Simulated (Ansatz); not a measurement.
# CH₆SSi₂: one species, many methods

Aim: compute CH₆SSi₂ with functionals from several rungs and with coupled cluster. The yardstick is the atomisation energy at the CCSD(T) limit.

Method: functionals in def2-TZVPP, the program's frozen cores in correlated methods; program: Ansatz 0.2.0, Gaussian basis.

Levels to be run: LDA (SPW92), PBE-D4, revPBE-D4, BLYP-D4, r2SCAN-D4, B97M-V, PBE0-D4, B3LYP-D4, r2SCANh-D4, r2SCAN0-D4, HSE06-D4, BHLYP-D4, CAM-B3LYP-D4, LC-ωPBE, ωB97X-V, ωB97M-V, B2PLYP, PBE-QIDH; CCSD(T)/def2-SVP; CCSD(T)/def2-TZVPP; MP2/def2-QZVPP; extrapolation to the limit; RPA on PBE.

### 1 The relaxed structure

All runs share one geometry, relaxed beforehand with PBE0-D4 in a triple-zeta def2 set.

SMILES `[SiH3][SiH]1CS1`, 10 atoms, charge 0, spin multiplicity 1.

Atoms are counted from 1 here; the program's logs count them from 0.

Bond lengths: Si1–Si2 2.326 Å, Si1–H5 1.485 Å, Si1–H6 1.488 Å, Si1–H7 1.486 Å, Si2–C3 1.850 Å, Si2–S4 2.099 Å, Si2–H8 1.484 Å, C3–S4 1.851 Å, C3–H9 1.086 Å, C3–H10 1.086 Å. Angles: Si2–Si1–H5 107.7°, Si2–Si1–H6 110.8°, Si2–Si1–H7 110.1°, H5–Si1–H6 109.6°, H5–Si1–H7 109.8°, H6–Si1–H7 108.7°, Si1–Si2–C3 118.8°, Si1–Si2–S4 116.5°, Si1–Si2–H8 117.6°, C3–Si2–S4 55.5°, C3–Si2–H8 116.8°, S4–Si2–H8 117.0°, Si2–C3–S4 69.1°, Si2–C3–H9 119.1°, Si2–C3–H10 120.0°, S4–C3–H9 113.4°, S4–C3–H10 113.5°, H9–C3–H10 113.6° and more.

### 2 LDA

This LDA is Slater exchange with PW92 correlation.

in.yaml reads:

```yaml
crystal:
  periodic: [false, false, false]
  atoms:
    - {symbol: Si, position_ang: [-1.386286, 0.779338, -0.837631]}
    - {symbol: Si, position_ang: [-0.108753, -0.724127, 0.393751]}
    - {symbol: C, position_ang: [1.643762, -0.286221, 0.791270]}
    - {symbol: S, position_ang: [1.568979, -1.537288, -0.570337]}
    - {symbol: H, position_ang: [-0.452704, 1.677086, -1.564795]}
    - {symbol: H, position_ang: [-2.261979, 1.585956, 0.055348]}
    - {symbol: H, position_ang: [-2.240063, 0.048350, -1.810201]}
    - {symbol: H, position_ang: [-0.816802, -1.597148, 1.362815]}
    - {symbol: H, position_ang: [2.089209, -0.668649, 1.704876]}
    - {symbol: H, position_ang: [2.047835, 0.671502, 0.478004]}
basis:
  gaussian: {orbitals: def2-TZVPP}
hamiltonian: {xc: lda}
output: {orbitals: {seedname: orbitals}}
```

After this run come: PBE-D4 (GGA); revPBE-D4 (GGA); BLYP-D4 (GGA); r2SCAN-D4 (meta-GGA); B97M-V (meta-GGA); PBE0-D4 (hybrid); B3LYP-D4 (hybrid); r2SCANh-D4 (hybrid); r2SCAN0-D4 (hybrid); HSE06-D4 (hybrid); BHLYP-D4 (hybrid); CAM-B3LYP-D4 (range-separated); LC-ωPBE (range-separated); ωB97X-V (range-separated); ωB97M-V (range-separated); B2PLYP (double hybrid); PBE-QIDH (double hybrid); CCSD(T) in def2-SVP; CCSD(T) in def2-TZVPP; MP2 in def2-QZVPP; RPA on PBE orbitals.

Q: Predict the results of all the runs planned. Wanted: atomisation energy, CCSD(T)/CBS; farthest beyond LDA; mean size of error, GGA; mean size of error, meta-GGA; mean size of error, hybrid; mean size of error, range-separated; mean size of error, double hybrid; gap, smallest and largest; T1 diagnostic.

**Answer**, as computed:

```
                               quantity                                                                      value
        atomisation energy, CCSD(T)/CBS                                                             770.5 kcal/mol
functionals within 3.9 kcal/mol (0.5 %)  r2SCAN-D4, PBE0-D4, B3LYP-D4, r2SCANh-D4, HSE06-D4, CAM-B3LYP-D4, ωB97M-V
                    farthest beyond LDA                                                  BHLYP-D4 (-17.0 kcal/mol)
                mean size of error, GGA                                                               7.8 kcal/mol
           mean size of error, meta-GGA                                                               6.0 kcal/mol
             mean size of error, hybrid                                                               4.5 kcal/mol
    mean size of error, range-separated                                                               5.1 kcal/mol
      mean size of error, double hybrid                                                               9.5 kcal/mol
              gap, smallest and largest                                  4.00 eV (LDA (SPW92)), 10.80 eV (LC-ωPBE)
                          T1 diagnostic                                                                     0.0132
triples share of the correlation energy                                                                      4.4 %
```

In words: The LDA atomisation energy is off by 96.6 kcal/mol (13 %): it overbinds. PBE-D4 misses by +5.2 kcal/mol. Double hybrids carry the basis error of their MP2 part in triple zeta, and no dispersion term here, so their miss is partly the set-up's. Taken by rung, hybrid functionals do best (4.5 kcal/mol on average) and double hybrid ones worst beyond LDA (9.5 kcal/mol). The gap between the best rungs is small, so their order is not settled. Misses under about 3.9 kcal/mol are within the doubt on the reference itself, which lacks core-valence correlation, relativity and higher excitations. Hartree-Fock recovers 73 % of the binding; the rest is correlation. CCSD(T) in def2-SVP is off by -57.2 kcal/mol, so the small basis spoils what the method gains. Orbital gaps span 4.0 to 10.8 eV; exact exchange widens them.
